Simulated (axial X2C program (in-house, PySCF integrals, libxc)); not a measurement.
# GaP⁺: EOM-IP-CCSD levels

Wanted for GaP⁺: EOM-IP-CCSD levels, at the two-component level.

Program: an in-house X2C program for linear molecules on PySCF integrals. Level of theory: two-component X2C with atomic mean-field terms, Ga dyall-cv3z, P dyall-v3z. These are calculated values, not measurements.

## 1. Input

Input file task.json:

```json
{
 "zs": [
  31,
  15
 ],
 "q": 1,
 "bas": [
  "dyall-cv3z",
  "dyall-v3z"
 ],
 "r0": 2.19,
 "eom": "ip",
 "rq": 0,
 "thr": -2.0,
 "nmax": 95,
 "grid": [
  1,
  0.96,
  1.045,
  0.92,
  1.09,
  1.15
 ]
}
```

Keys: zs atomic numbers; q charge; bas basis sets; r0 starting distance in Å; eom kind of EOM run; thr threshold in hartree for freezing inner shells (an s shell follows its p shell); nmax most natural virtual spinors; grid distances as factors.

Command:

```
> python soeom.py task.json out
```

After this run come: EOM-IP-CCSD at 2.234 Å.

**Question.** What will these runs give? Wanted: next root led by one particle; T1 of the reference.

As calculated:

```
                     quantity                             value
       lowest root at 2.234 Å                 Ω = 1/2, 7.920 eV
next root led by one particle  Ω = 1/2, about 12070 cm⁻¹ higher
          T1 of the reference                             0.013
```

**Reading.** Removing an electron from the reference determinant of GaP costs 7.92 eV and empties a spinor of 37% P pσ, 34% Ga pσ, 25% Ga sσ. The closed-shell reference lies 1.05 eV above the lowest determinant found, so these energies count from an excited configuration. Errors of 0.1 to 0.3 eV are usual at this size, and roots led by higher excitations are left out, so the list is incomplete, and low states of that kind can be missing. T1 or the largest double amplitude of the reference is raised, which lowers the reliability.
